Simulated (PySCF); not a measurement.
# H4W (W(H)4): the cost of one run

Method: PBE, W def2-SVP with ECP60, H def2-SVP; scalar-relativistic core potentials, no spin–orbit coupling; program: PySCF 2.14.0.

2 further runs of the same task are left out: 2 for a known fault of the program.

### 1 The system as given

5 atoms, charge 0, spin multiplicity 3.

Bond lengths: W1–H2 1.713 Å, W1–H3 1.713 Å, W1–H4 1.713 Å, W1–H5 1.713 Å. Angles: H2–W1–H3 109.5°, H2–W1–H4 109.5°, H2–W1–H5 109.5°, H3–W1–H4 109.5°, H3–W1–H5 109.5°, H4–W1–H5 109.5°.

Geometry (Å):

| atom | x (Å) | y (Å) | z (Å) |
| --- | --- | --- | --- |
| W1 | 0.0000 | 0.0000 | 0.0000 |
| H2 | 0.9888 | 0.9888 | 0.9888 |
| H3 | -0.9888 | -0.9888 | 0.9888 |
| H4 | 0.9888 | -0.9888 | -0.9888 |
| H5 | -0.9888 | 0.9888 | -0.9888 |

Formal oxidation states: W +4. An earlier session relaxed this geometry at PBE, W def2-SVP with ECP60, H def2-SVP (triplet, point group Td).

Its energy there is -69.385884 Eh.

### 2 Multiplicity 1 at the relaxed geometry

File run.py (the lines that set the calculation):

```python
mol = gto.M(atom='''
W      0.00000     0.00000     0.00000
H      0.98876     0.98876     0.98876
H     -0.98876    -0.98876     0.98876
H      0.98876    -0.98876    -0.98876
H     -0.98876     0.98876    -0.98876''',
    basis={'W': 'def2-SVP', 'H': 'def2-SVP'},
    ecp={'W': 'def2-SVP'},
    charge=0, spin=0)
mf = dft.RKS(mol, xc='PBE')
mf.grids.atom_grid = (50, 194)
mf = mf.density_fit()  # fitting sets: W def2-universal-JKFIT, H def2-universal-JKFIT
mf.conv_tol = 1e-08; mf.max_cycle = 55
mf.kernel(dm0)  # dm0: free metal ions and neutral atoms
```

The run is started by

```sh
$ OMP_NUM_THREADS=2 python run.py
```

**Question.** How long does this run take on 2 threads of Arm Neoverse V2, shared host?

About 6.3 s.
